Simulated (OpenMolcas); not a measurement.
# Pt⁴⁺ among point charges: CASSCF and CASPT2 levels and susceptibility

Aim: the splitting of the states of Pt⁴⁺ in the field of 3 point charges, its lowest levels with spin-orbit coupling and its magnetic susceptibility.

The numbers are computed with OpenMolcas 26.06 (state-averaged CASSCF and CASPT2, spin-orbit coupling by RASSI with atomic mean-field integrals), except any that are marked as measured or tabulated.

### Step 1. What is computed

```
Species                           : Pt⁴⁺ (platinum, Z = 78, 74 electrons)
Basis                             : ANO-RCC-VTZP [8s7p5d3f1g], 84 functions
Scalar Hamiltonian                : DKH2, point nucleus
Inactive shells                   : 1s 2s 2p 3s 3p 3d 4s 4p 4d 4f 5s 5p
Active space                      : 6 electrons in 5 orbitals (5d)
Some configurations of this space : 5d⁶
Orbitals                          : optimised for each spin and parity, averaged over all roots
```

The outer shells:

5d6
```
5d [↑↓][↑ ][↑ ][↑ ][↑ ]
```

The ion sits among 3 point charges of -2.5 e arranged as a planar triangle (D3h), 2.3 Å from the ion.

Each step is its own input file, run in one work folder so that later steps find the files of earlier ones. Labels, J, g values, rates, χT and fits are worked out afterwards by a script from the matrices that RASSI stores.

### Step 2. One- and two-electron integrals

Contents of a.inp:

```
&GATEWAY
Coord
1

Pt 0.0 0.0 0.0
Basis=ANO-RCC-VTZP
Group=NoSym
NoMove
AngMom=0.0 0.0 0.0
AMFI
XField
3 Angstrom 0
2.300000 0.000000 0.000000 -2.500000
-1.150000 1.991858 0.000000 -2.500000
-1.150000 -1.991858 0.000000 -2.500000
&SEWARD
```

Command:

```sh
> OMP_NUM_THREADS=1 MOLCAS_MEM=1689 MOLCAS_PROJECT=a pymolcas a.inp > a.log
```

### Step 3. Reference wave functions, quintets, 5 roots

Contents of a.inp:

```
&RASSCF
FileOrb=start.orb
Symmetry=1
Spin=5
nActEl=6 0 0
Inactive=34
Ras2=5
CIRoot=5 5 1
SDav=5
CIMx=300
Iter=120 100
PrWF=0.3
OrbListing=Nothing
MaxOrb=0
>>> COPY $Project.JobIph JOB001
```

start.orb holds the contracted functions of the basis, ordered by shell, or the orbitals of the step before.

### Step 4. CASSCF: triplets, 45 roots

Contents of a.inp:

```
&RASSCF
FileOrb=start.orb
Symmetry=1
Spin=3
nActEl=6 0 0
Inactive=34
Ras2=5
CIRoot=45 45 1
SDav=45
CIMx=300
Iter=120 100
PrWF=0.3
OrbListing=Nothing
MaxOrb=0
>>> COPY $Project.JobIph JOB002
```

### Step 5. CASSCF: singlets, 50 roots

Contents of a.inp:

```
&RASSCF
FileOrb=start.orb
Symmetry=1
Spin=1
nActEl=6 0 0
Inactive=34
Ras2=5
CIRoot=50 50 1
SDav=50
CIMx=300
Iter=120 100
PrWF=0.3
OrbListing=Nothing
MaxOrb=0
>>> COPY $Project.JobIph JOB003
```

### Step 6. RASSI: spin-orbit coupling between the states

Contents of a.inp:

```
&RASSI
NrOfJobIphs=3 5 45 50
1 2 3 4 5
1 2 3 4 5 6 7 8 9 10 11 12 13 14 15 16 17 18 19 20 21 22 23 24 25 26 27
28 29 30 31 32 33 34 35 36 37 38 39 40 41 42 43 44 45
1 2 3 4 5 6 7 8 9 10 11 12 13 14 15 16 17 18 19 20 21 22 23 24 25 26 27
28 29 30 31 32 33 34 35 36 37 38 39 40 41 42 43 44 45 46 47 48 49 50
IphNames
JOB001
JOB002
JOB003
EJob
SpinOrbit
DIPRint=1.0
SOCoupling=1000.0
Subsets=2
Property=9
'ANGMOM' 1 'ANGMOM' 2 'ANGMOM' 3 'MLTPL  1' 1 'MLTPL  1' 2 'MLTPL  1' 3
'AMFI' 1 'AMFI' 2 'AMFI' 3
SOProperty=3
'ANGMOM' 1 'ANGMOM' 2 'ANGMOM' 3
```

### Step 7. CASPT2: IPEA 0.25, imaginary shift 0.1 (closed shells correlated: 4f 5s 5p)

Contents of a.inp:

```
>>> COPY JOB001 $Project.JobIph
&CASPT2
Multistate=5 1 2 3 4 5
NoMult
Frozen=23
IPEA=0.25
Imaginary=0.1
MaxIter=60
WThr=0.0 0.3 0.05
PrWF=0.5
NoMix
>>> COPY JOB002 $Project.JobIph
&CASPT2
Multistate=45 1 2 3 4 5 6 7 8 9 10 11 12 13 14 15 16 17 18 19 20 21 22
23 24 25 26 27 28 29 30 31 32 33 34 35 36 37 38 39 40 41 42 43 44 45
NoMult
Frozen=23
IPEA=0.25
Imaginary=0.1
MaxIter=60
WThr=0.0 0.3 0.05
PrWF=0.5
NoMix
>>> COPY JOB003 $Project.JobIph
&CASPT2
Multistate=50 1 2 3 4 5 6 7 8 9 10 11 12 13 14 15 16 17 18 19 20 21 22
23 24 25 26 27 28 29 30 31 32 33 34 35 36 37 38 39 40 41 42 43 44 45 46
47 48 49 50
NoMult
Frozen=23
IPEA=0.25
Imaginary=0.1
MaxIter=60
WThr=0.0 0.3 0.05
PrWF=0.5
NoMix
```

(Steps that only read results are left out.)

**Question.** What will these runs give? Wanted: spin-free ground state; first state of the same spin within the active space; lowest level; next level.

The runs gave:

```
                                            quantity                                                                           value
                                              method  SS-CASPT2, IPEA 0.25, imaginary shift 0.1 (closed shells correlated: 4f 5s 5p)
                              spin-free ground state                                                 5A1, 1-fold in its orbital part
first state of the same spin within the active space                                                                 5E at 2650 cm⁻¹
                                        lowest level                                                                       1-fold A1
                                          next level                                                                      451.5 cm⁻¹
                                         χT at 300 K                                                                  3.53 cm³ K/mol
                           effective moment at 300 K                                                                         5.31 μB
```

Cost by method:

| method | time of its own steps | time with the reference |
| --- | --- | --- |
| A. CASSCF | 27 s | 27 s |
| B. SS-CASPT2, IPEA 0.25, imaginary shift 0.1, +4f 5s 5p | 59 s | 86 s |

Times are of one thread on a shared host.

The spin-free ground state (5A1) comes to 100 % from free-ion D terms and keeps the highest spin of the shell. χT at 300 K is 3.53, against 3.01 cm³ K/mol for the spin alone, so orbital moment adds to it. An active space of the d shell alone favours high spin; real ions in strong fields can be low spin. CASPT2 does not keep the components of a term degenerate, and the means are used. The field of point charges can differ much from that of real complexes. With metal d orbitals alone active, the gaps between spin states are rough; where two lie within a few thousand cm-1, their order is open. Point charges carry no covalency, so the field is a model and not that of real ligands.
